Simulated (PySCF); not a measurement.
**AsP⁺: basis, grid and Hamiltonian**

The method stays; parts of the set-up, such as the basis or the Hamiltonian, are changed.

Method: each script names its method and basis; program: PySCF 2.14.0.

### Step 1. The starting structure

AsP⁺: 2 atoms, charge 1, spin multiplicity 2.

Bond lengths: As1–P2 2.340 Å.

### Step 2. Base script

Contents of input.py:

```python
from pyscf import gto, scf
from pyscf.hessian import thermo

mol = gto.M(
    atom='As 0 0 0; P 0 0 2.34',
    basis='x2c-svpall',
    charge=1,
    spin=1,
    verbose=4,
)
mf = scf.UHF(mol)
mf = mf.sfx2c1e()
mf = mf.density_fit(auxbasis='def2-universal-jkfit')
mf.kernel()
hess = mf.Hessian().kernel()
print('wavenumber (cm^-1) =', thermo.harmonic_analysis(mol, hess)['freq_wavenumber'].round(1))
mf.dip_moment()
print('orbital energies (hartree):', [e[max(0, n-3):n+3].round(4) for e, n in zip(mf.mo_energy, mol.nelec)])
```

Command:

```sh
> OMP_NUM_THREADS=1 python input.py
```

Its log is not repeated here.

In short: E(SCF) = -2599.702927 Eh, ⟨S²⟩ = 0.755, wavenumbers 312 cm⁻¹.

The bond length is a typed value, not an optimised one, so the wavenumber is not that of the minimum. The dipole of an ion depends on the origin.

### Step 3. Crenbl (core potential on, X2C off)

Variant 1 changes basis set: x2c-svpall → crenbl; core potential: off → on; spin-free X2C: on → off. The core potential changes with it: totals don't compare.

Contents of input.py:

```python
from pyscf import gto, scf
from pyscf.hessian import thermo

mol = gto.M(
    atom='As 0 0 0; P 0 0 2.34',
    basis='crenbl',
    ecp={'As': 'crenbl', 'P': 'crenbl'},
    charge=1,
    spin=1,
    verbose=4,
)
mf = scf.UHF(mol)
mf = mf.density_fit(auxbasis='def2-universal-jkfit')
mf.kernel()
hess = mf.Hessian().kernel()
print('wavenumber (cm^-1) =', thermo.harmonic_analysis(mol, hess)['freq_wavenumber'].round(1))
mf.dip_moment()
print('orbital energies (hartree):', [e[max(0, n-3):n+3].round(4) for e, n in zip(mf.mo_energy, mol.nelec)])
```

Command:

```sh
> OMP_NUM_THREADS=1 python input.py
```

### Step 4. 6-31g* (X2C off)

Variant 2 changes basis set: x2c-svpall → 6-31g*; spin-free X2C: on → off.

Edit input.py of step 2 so:

```diff
@@ -5,3 +5,3 @@
     atom='As 0 0 0; P 0 0 2.34',
-    basis='x2c-svpall',
+    basis='6-31g*',
     charge=1,
@@ -11,3 +11,2 @@
 mf = scf.UHF(mol)
-mf = mf.sfx2c1e()
 mf = mf.density_fit(auxbasis='def2-universal-jkfit')
```

### Step 5. Sbkjc (core potential on, X2C off)

Variant 3 changes basis set: x2c-svpall → sbkjc; core potential: off → on; spin-free X2C: on → off. The core potential changes with it: totals don't compare.

Edit input.py of step 2 so:

```diff
@@ -5,3 +5,4 @@
     atom='As 0 0 0; P 0 0 2.34',
-    basis='x2c-svpall',
+    basis='sbkjc',
+    ecp={'As': 'sbkjc', 'P': 'sbkjc'},
     charge=1,
@@ -11,3 +12,2 @@
 mf = scf.UHF(mol)
-mf = mf.sfx2c1e()
 mf = mf.density_fit(auxbasis='def2-universal-jkfit')
```

Before running it: what results should come out? Wanted: for each run, E(SCF); from base; gap, α spin; after the SCF.

The runs gave:

```csv
run,E(SCF) (hartree),from base (eV),cycles,"gap, α spin (eV)",functions,after the SCF
base,-2599.702927,0,25,7.70,50,highest mode 312 cm⁻¹
"crenbl (core potential on, X2C off)",-117.603054,not comparable,18,7.54,48,highest mode 327 cm⁻¹
6-31g* (X2C off),-2574.251850,not comparable,19,7.61,50,highest mode 314 cm⁻¹
"sbkjc (core potential on, X2C off)",-11.993889,not comparable,17,7.48,16,highest mode 371 cm⁻¹
```

What this shows: Total energies from different bases, Hamiltonians or methods carry different errors, so properties are taken as differences within one set-up.
